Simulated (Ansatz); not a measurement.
# C2H3FGe: one species, many methods

The task here is to estimate one member of a computed series from the others.

Method: functionals in def2-TZVPP, the program's frozen cores in correlated methods; program: Ansatz 0.2.0, Gaussian basis.

Levels to be run: LDA (SPW92), PBE-D4, revPBE-D4, BLYP-D4, r2SCAN-D4, B97M-V, PBE0-D4, B3LYP-D4, r2SCANh-D4, r2SCAN0-D4, HSE06-D4, BHLYP-D4, CAM-B3LYP-D4, LC-ωPBE, ωB97X-V, ωB97M-V, B2PLYP, PBE-QIDH; CCSD(T)/def2-SVP; CCSD(T)/def2-TZVPP; CCSD(T)/def2-QZVPP; extrapolation to the limit; RPA on PBE.

### Structure used throughout

All runs share one geometry, relaxed beforehand with PBE0-D4 in a triple-zeta def2 set.

SMILES `C#[C][GeH2][F]`, 7 atoms, charge 0, spin multiplicity 1.

Atoms are counted from 1 here; the program's logs count them from 0.

Bond lengths: C1–C2 1.205 Å, C1–H5 1.066 Å, C2–Ge3 1.891 Å, Ge3–F4 1.737 Å, Ge3–H6 1.530 Å, Ge3–H7 1.530 Å. Angles: C2–C1–H5 179.5°, C1–C2–Ge3 178.5°, C2–Ge3–F4 106.8°, C2–Ge3–H6 111.0°, C2–Ge3–H7 111.0°, F4–Ge3–H6 106.5°, F4–Ge3–H7 106.5°, H6–Ge3–H7 114.4°.

The first run:

Contents of in.yaml:

```yaml
crystal:
  periodic: [false, false, false]
  atoms:
    - {symbol: C, position_ang: [1.589568, -1.011440, 0.749378]}
    - {symbol: C, position_ang: [0.653229, -0.399260, 0.302779]}
    - {symbol: Ge, position_ang: [-0.795216, 0.603197, -0.384648]}
    - {symbol: F, position_ang: [-1.928633, -0.538276, -1.040403]}
    - {symbol: H, position_ang: [2.414658, -1.560801, 1.142310]}
    - {symbol: H, position_ang: [-1.525838, 1.349501, 0.733153]}
    - {symbol: H, position_ang: [-0.346570, 1.489181, -1.548267]}
basis:
  gaussian: {orbitals: def2-TZVPP}
hamiltonian: {xc: lda}
output: {orbitals: {seedname: orbitals}}
```

On the command line:

```sh
$ ansatz run in.yaml --threads 2 --pin off --events-out ev --progress --plain --max-ram 32768MiB --backend cpu
```

Steps of the session up to this table: LDA; PBE-D4 (GGA); revPBE-D4 (GGA); BLYP-D4 (GGA); r2SCAN-D4 (meta-GGA); B97M-V (meta-GGA); PBE0-D4 (hybrid); B3LYP-D4 (hybrid); r2SCANh-D4 (hybrid); r2SCAN0-D4 (hybrid); HSE06-D4 (hybrid); BHLYP-D4 (hybrid); CAM-B3LYP-D4 (range-separated); LC-ωPBE (range-separated); ωB97X-V (range-separated); ωB97M-V (range-separated); B2PLYP (double hybrid); PBE-QIDH (double hybrid).

One of the session's tables, all rows but one given; the rest of the session is left out.

It belongs to the step «Orbital energies across the functionals». 

```
  functional  HOMO (eV)  gap (eV)
 LDA (SPW92)      -7.49      5.48
      PBE-D4      -7.33      5.59
   revPBE-D4      -7.26      5.65
     BLYP-D4      -7.17      5.56
   r2SCAN-D4      -7.58      6.10
      B97M-V      -7.58      6.09
     PBE0-D4      -8.57      7.75
    B3LYP-D4      -8.32      7.27
  r2SCANh-D4          ?         ?
  r2SCAN0-D4      -8.74      8.07
    HSE06-D4      -8.16      6.97
    BHLYP-D4      -9.64      9.79
CAM-B3LYP-D4      -9.93     10.17
     LC-ωPBE     -11.37     12.82
     ωB97X-V     -10.95     12.28
     ωB97M-V     -10.81     11.98
```

**Question.** Estimate the row for r2SCANh-D4.

Worked estimate for «HOMO (eV)». Against the share of exact exchange, r2SCAN-D4 (0, -7.58), r2SCAN0-D4 (0.25, -8.74) give a slope of -4.64 per unit share; at 0.1 the line stands at -8.04.

The run gave: HOMO (eV): -8.04; gap (eV): 6.89. In «HOMO (eV)» the line misses by 0.00.
